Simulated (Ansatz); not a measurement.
# C₇H₁₇N: up Jacob's ladder to CCSD(T)

The task here is to estimate one member of a computed series from the others.

Method: functionals in def2-TZVPP, the program's frozen cores in correlated methods; program: Ansatz 0.2.0, Gaussian basis.

Plan: LDA (SPW92), PBE-D4, revPBE-D4, BLYP-D4, r2SCAN-D4, B97M-V, PBE0-D4, B3LYP-D4, r2SCANh-D4, r2SCAN0-D4, HSE06-D4, BHLYP-D4, CAM-B3LYP-D4, LC-ωPBE, ωB97X-V, ωB97M-V, B2PLYP, PBE-QIDH; CCSD(T)/def2-SVP; CCSD(T)/def2-TZVPP; MP2/def2-QZVPP; extrapolation to the limit; RPA on PBE.

**The relaxed structure**

All runs share one geometry, relaxed beforehand with PBE0-D4 in a triple-zeta def2 set.

SMILES `CC(C)NC(C)(C)C`, 25 atoms, charge 0, spin multiplicity 1.

Atoms are counted from 1 here; the program's logs count them from 0.

Bond lengths: C1–C2 1.529 Å, C1–H9 1.094 Å, C1–H10 1.091 Å, C1–H11 1.095 Å, C2–C3 1.521 Å, C2–N4 1.452 Å, C2–H12 1.095 Å, C3–H13 1.091 Å, C3–H14 1.092 Å, C3–H15 1.096 Å, N4–C5 1.463 Å, N4–H16 1.013 Å, C5–C6 1.534 Å, C5–C7 1.523 Å, C5–C8 1.528 Å, C6–H17 1.094 Å, C6–H18 1.094 Å, C6–H19 1.090 Å and more. Angles: C2–C1–H9 110.4°, C2–C1–H10 112.2°, C2–C1–H11 110.7°, H9–C1–H10 107.4°, H9–C1–H11 107.9°, H10–C1–H11 108.1°, C1–C2–C3 110.0°, C1–C2–N4 116.8°, C1–C2–H12 107.9°, C3–C2–N4 107.3°, C3–C2–H12 107.5°, N4–C2–H12 107.0°, C2–C3–H13 110.5°, C2–C3–H14 111.2°, C2–C3–H15 110.5°, H13–C3–H14 109.0°, H13–C3–H15 108.0°, H14–C3–H15 107.5° and more.

Set-up of the first run:

Contents of in.yaml:

```yaml
crystal:
  periodic: [false, false, false]
  atoms:
    - {symbol: C, position_ang: [-0.476767, -1.277964, -1.726321]}
    - {symbol: C, position_ang: [0.681007, -1.029576, -0.758699]}
    - {symbol: C, position_ang: [1.413693, -2.332883, -0.479638]}
    - {symbol: N, position_ang: [0.346614, -0.438332, 0.524378]}
    - {symbol: C, position_ang: [-0.235871, 0.897331, 0.651763]}
    - {symbol: C, position_ang: [-1.748430, 0.943201, 0.397713]}
    - {symbol: C, position_ang: [0.475463, 1.865864, -0.283121]}
    - {symbol: C, position_ang: [0.014893, 1.328057, 2.096023]}
    - {symbol: H, position_ang: [-0.125469, -1.815693, -2.611605]}
    - {symbol: H, position_ang: [-0.934070, -0.349146, -2.069087]}
    - {symbol: H, position_ang: [-1.254808, -1.884141, -1.251811]}
    - {symbol: H, position_ang: [1.389114, -0.352655, -1.249004]}
    - {symbol: H, position_ang: [2.268046, -2.158581, 0.175988]}
    - {symbol: H, position_ang: [1.764795, -2.793866, -1.405345]}
    - {symbol: H, position_ang: [0.747850, -3.049580, 0.013737]}
    - {symbol: H, position_ang: [-0.180376, -1.097201, 1.085666]}
    - {symbol: H, position_ang: [-2.145613, 1.940687, 0.606409]}
    - {symbol: H, position_ang: [-2.265669, 0.237414, 1.054511]}
    - {symbol: H, position_ang: [-2.001987, 0.692436, -0.632018]}
    - {symbol: H, position_ang: [1.556094, 1.828269, -0.126666]}
    - {symbol: H, position_ang: [0.136747, 2.885253, -0.086493]}
    - {symbol: H, position_ang: [0.270389, 1.647630, -1.333673]}
    - {symbol: H, position_ang: [1.086201, 1.349945, 2.302826]}
    - {symbol: H, position_ang: [-0.447981, 0.622166, 2.792281]}
    - {symbol: H, position_ang: [-0.407265, 2.316967, 2.292586]}
basis:
  gaussian: {orbitals: def2-TZVPP}
hamiltonian: {xc: lda}
output: {orbitals: {seedname: orbitals}}
```

Among the steps run: LDA; PBE-D4 (GGA); revPBE-D4 (GGA); BLYP-D4 (GGA); r2SCAN-D4 (meta-GGA); B97M-V (meta-GGA); PBE0-D4 (hybrid); B3LYP-D4 (hybrid); r2SCANh-D4 (hybrid); r2SCAN0-D4 (hybrid); HSE06-D4 (hybrid); BHLYP-D4 (hybrid); CAM-B3LYP-D4 (range-separated); LC-ωPBE (range-separated); ωB97X-V (range-separated); ωB97M-V (range-separated); B2PLYP (double hybrid); PBE-QIDH (double hybrid).

One of the session's tables, all rows but one given; the rest of the session is left out.

It belongs to the step «Orbital energies across the functionals». 

```
  functional  HOMO (eV)  LUMO (eV)  gap (eV)
 LDA (SPW92)      -4.85      -0.05      4.80
      PBE-D4      -4.71       0.17      4.88
   revPBE-D4      -4.64       0.29      4.93
     BLYP-D4          ?          ?         ?
   r2SCAN-D4      -4.96       0.83      5.79
      B97M-V      -5.18       0.24      5.42
     PBE0-D4      -6.09       0.96      7.05
    B3LYP-D4      -5.87       0.64      6.51
  r2SCANh-D4      -5.48       1.06      6.55
  r2SCAN0-D4      -6.27       1.39      7.67
    HSE06-D4      -5.69       0.59      6.28
    BHLYP-D4      -7.43       1.57      9.00
CAM-B3LYP-D4      -7.50       1.72      9.22
     LC-ωPBE      -8.82       3.02     11.84
     ωB97X-V      -8.52       2.77     11.28
     ωB97M-V      -8.46       2.37     10.83
```

**Question.** Estimate the row for BLYP-D4.

Worked estimate for «HOMO (eV)». Against the share of exact exchange, B3LYP-D4 (0.2, -5.87), BHLYP-D4 (0.5, -7.43) give a slope of -5.20 per unit share; at 0 the line stands at -4.83.

The run gave: HOMO (eV): -4.60; LUMO (eV): 0.18; gap (eV): 4.78. In «HOMO (eV)» the line misses by -0.23.
